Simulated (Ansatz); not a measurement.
**Ta3AsAu2O13 in Ansatz: the effect of Hubbard term**

Crystal: Ta3AsAu2O13.

```
Ta As Au O
1.0
     5.45204    0.00000    0.00000
    -2.72602    4.72161    0.00000
     0.00000    0.00000    9.57902
Ta As Au O
3 1 2 13
Direct
  0.00000 0.00000 0.19408
  0.00000 0.00000 0.80592
  0.66667 0.33333 0.00000
  0.00000 0.00000 0.50000
  0.33333 0.66667 0.27428
  0.33333 0.66667 0.72572
  0.00000 0.00000 0.00000
  0.23947 0.97129 0.36402
  0.02871 0.26818 0.36402
  0.73182 0.76053 0.36402
  0.23947 0.97129 0.63598
  0.02871 0.26818 0.63598
  0.73182 0.76053 0.63598
  0.38452 0.33425 0.85844
  0.66575 0.05026 0.85844
  0.94974 0.61548 0.85844
  0.38452 0.33425 0.14156
  0.66575 0.05026 0.14156
  0.94974 0.61548 0.14156
```

The cell was built by a generator and needn't be a form met in nature.

Alike in all runs:

- Program: Ansatz 0.2.0
- Task: projected density of states
- Functional: PBE
- Potentials or basis: Ansatz PAW soft_1
- Cutoff: 420 eV (not typed: the program's choice for these potentials)
- k mesh: 6 × 6 × 3
- Occupations: fermi-dirac, width 0.05 eV
- Spin: no spin polarisation
- Hubbard projectors: ortho-atomic (the default)
- Double counting: fll (the default)

| Hubbard term | pressure (GPa) | largest force (eV/Å) |
| --- | --- | --- |
| Au d U = 2 eV, Ta d U = 2 eV | 0.8 | 0.37 |
| Au d U = 4 eV, Ta d U = 4 eV | 2.1 | 0.57 |
| Au d U = 6 eV, Ta d U = 6 eV | 3.6 | 0.83 |
| Au d U = 8 eV, Ta d U = 8 eV | ? | ? |

**Question.** What does the run with Hubbard term Au d U = 8 eV, Ta d U = 8 eV give?

**Answer.** Pressure 5.3 GPa; largest force 1.14 eV/Å.

Worked out: A straight line through the other rows of the pressure, of slope 0.7 GPa per eV, extrapolates to 5.0 GPa, against the run's 5.3. A straight line through the other rows of the largest force, of slope 0.115 eV/Å per eV, extrapolates to 1.05 eV/Å, against the run's 1.14.

Caveats: U without spin polarisation on a metal has little footing; forces of over 1 eV/Å show positions far from the minimum, so gaps and moduli don't describe the material at rest (some runs).
